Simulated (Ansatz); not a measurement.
**AlFH₃NSi: up Jacob's ladder to CCSD(T)**

One table from this session's results is given with a row withheld; the runs are named, their logs left out.

Computed with Ansatz 0.2.0, Gaussian basis. Level: functionals in def2-TZVPP, the program's frozen cores in correlated methods.

Plan: LDA (SPW92), PBE-D4, revPBE-D4, BLYP-D4, r2SCAN-D4, B97M-V, PBE0-D4, B3LYP-D4, r2SCANh-D4, r2SCAN0-D4, HSE06-D4, BHLYP-D4, CAM-B3LYP-D4, LC-ωPBE, ωB97X-V, ωB97M-V, B2PLYP, PBE-QIDH; CCSD(T)/def2-SVP; CCSD(T)/def2-TZVPP; MP2/def2-QZVPP; extrapolation to the limit; RPA on PBE.

## The geometry

An earlier PBE0-D4 in a triple-zeta def2 set relaxation fixed the geometry.

7 atoms, charge 0, spin multiplicity 1.

Atoms are counted from 1 here; the program's logs count them from 0.

Bond lengths: F1–Al2 1.642 Å, Al2–N3 1.763 Å, Al2–Si4 2.285 Å, N3–Si4 1.772 Å, N3–H5 1.009 Å, Si4–H6 1.492 Å, Si4–H7 1.492 Å. Angles: F1–Al2–N3 136.7°, F1–Al2–Si4 173.4°, N3–Al2–Si4 49.9°, Al2–N3–Si4 80.6°, Al2–N3–H5 150.7°, Si4–N3–H5 128.7°, Al2–Si4–N3 49.5°, Al2–Si4–H6 126.5°, Al2–Si4–H7 126.5°, N3–Si4–H6 116.6°, N3–Si4–H7 116.6°, H6–Si4–H7 106.2°.

Set-up of the first run:

Contents of in.yaml:

```yaml
crystal:
  periodic: [false, false, false]
  atoms:
    - {symbol: F, position_ang: [-0.255155, -2.719762, 1.375876]}
    - {symbol: Al, position_ang: [-0.277783, -1.260133, 0.623583]}
    - {symbol: N, position_ang: [0.911597, -0.081330, 0.072742]}
    - {symbol: Si, position_ang: [-0.572379, 0.749166, -0.424407]}
    - {symbol: H, position_ang: [1.869239, 0.218279, -0.036482]}
    - {symbol: H, position_ang: [-0.856947, 2.058494, 0.231581]}
    - {symbol: H, position_ang: [-0.757372, 0.967286, -1.888594]}
basis:
  gaussian: {orbitals: def2-TZVPP}
hamiltonian: {xc: lda}
output: {orbitals: {seedname: orbitals}}
```

The run is started by

```console
ansatz run in.yaml --threads 2 --pin off --events-out ev --progress --plain --max-ram 4352MiB
```

Among the steps run: LDA; PBE-D4 (GGA); revPBE-D4 (GGA); BLYP-D4 (GGA); r2SCAN-D4 (meta-GGA); B97M-V (meta-GGA); B3LYP-D4 (hybrid); r2SCANh-D4 (hybrid); r2SCAN0-D4 (hybrid); HSE06-D4 (hybrid); BHLYP-D4 (hybrid); CAM-B3LYP-D4 (range-separated); LC-ωPBE (range-separated); ωB97X-V (range-separated); ωB97M-V (range-separated); B2PLYP (double hybrid); PBE-QIDH (double hybrid).

One of the session's tables, all rows but one given; the rest of the session is left out.

| functional | HOMO (eV) | LUMO (eV) | gap (eV) |
| --- | --- | --- | --- |
| LDA (SPW92) | -6.02 | -2.62 | 3.40 |
| PBE-D4 | -5.91 | -2.38 | 3.54 |
| revPBE-D4 | -5.86 | -2.26 | 3.60 |
| BLYP-D4 | -5.78 | -2.27 | 3.51 |
| r2SCAN-D4 | -6.09 | -2.05 | 4.05 |
| B97M-V | -6.14 | -2.23 | 3.91 |
| PBE0-D4 | -6.92 | -1.56 | 5.36 |
| B3LYP-D4 | -6.75 | -1.79 | 4.96 |
| r2SCANh-D4 | ? | ? | ? |
| r2SCAN0-D4 | -7.03 | -1.37 | 5.67 |
| HSE06-D4 | -6.53 | -1.93 | 4.60 |
| BHLYP-D4 | -7.83 | -0.72 | 7.11 |
| CAM-B3LYP-D4 | -8.16 | -0.60 | 7.56 |
| LC-ωPBE | -9.39 | 0.56 | 9.95 |
| ωB97X-V | -9.11 | 0.44 | 9.55 |
| ωB97M-V | -8.90 | 0.14 | 9.04 |

Estimate the missing values for r2SCANh-D4.

Worked estimate for «HOMO (eV)». Against the share of exact exchange, r2SCAN-D4 (0, -6.09), r2SCAN0-D4 (0.25, -7.03) give a slope of -3.76 per unit share; at 0.1 the line stands at -6.47.

**Answer.** HOMO (eV): -6.47; LUMO (eV): -1.77; gap (eV): 4.70. In «HOMO (eV)» the line misses by 0.00.
